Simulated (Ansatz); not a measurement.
# SiW2: the cost of one run

Program: Ansatz 0.2.0. Level of theory: DFT PBE, scalar-relativistic, plane waves, PAW. These are calculated values, not measurements.

## (1) The structure to begin with

The structure is cubic, space group Fd-3m (No. 227). Conventional cell: a = 7.234 Å, b = 7.234 Å, c = 7.234 Å, α = 90.00°, β = 90.00°, γ = 90.00°. Si (site symmetry -43m) has 12 W at 3.00 Å as nearest neighbours. W (site symmetry -3m) is surrounded by 6 W at 2.56 Å and 6 Si at 3.00 Å.

Structure file:

```xyz
6
Lattice="0.0000 3.6172 3.6172 3.6172 0.0000 3.6172 3.6172 3.6172 0.0000" Properties=species:S:1:pos:R:3 pbc="T T T"
Si    0.0000    0.0000    0.0000
Si    1.8086    1.8086    1.8086
W     4.5215    4.5215    4.5215
W     4.5215    2.7129    2.7129
W     2.7129    2.7129    4.5215
W     2.7129    4.5215    2.7129
```

This is candidate A: cubic Laves (C15) type (Fd-3m, No. 227).

(A quick probe on a coarse mesh, which set the mesh and smearing, is not shown.)

## (3) Rough relaxation on the coarse mesh (candidate A)

input.yaml reads:

```yaml
crystal:
  lattice:
    - [0.0, 3.6171954001, 3.6171954001]
    - [3.6171954001, 0.0, 3.6171954001]
    - [3.6171954001, 3.6171954001, 0.0]
  atoms:
    - { symbol: Si, position: [0.0, 0.0, 0.0] }
    - { symbol: Si, position: [0.25, 0.25, 0.25] }
    - { symbol: W, position: [0.625, 0.625, 0.625] }
    - { symbol: W, position: [0.125, 0.625, 0.625] }
    - { symbol: W, position: [0.625, 0.625, 0.125] }
    - { symbol: W, position: [0.625, 0.125, 0.625] }
basis:
  ecutwfc: 420
kpoints:
  mp_grid: { grid: [4, 4, 4] }
hamiltonian:
  xc: pbe
scf:
  occupations: { method: gaussian, width: 0.1 }
  lower_state_search: "off"
output:
  forces: true
  stress: true
  eigenvalues: true
relax:
  adjacent_minimum: "off"
  f_tol: 0.04
  max_steps: 70
  cell: { stress_tol: 0.4 }
```

Run with:

```
ansatz run input.yaml --threads 1 --pin off --max-ram 2560MiB --backend cpu --events-out ev --progress --plain --runs-dir out
```

Q: Estimate wall time and peak memory on 1 thread of Intel Xeon Platinum 8259CL at 2.50GHz (Skylake/Cascade Lake), shared host.

About 13 s, with a peak of 0.43 GiB.
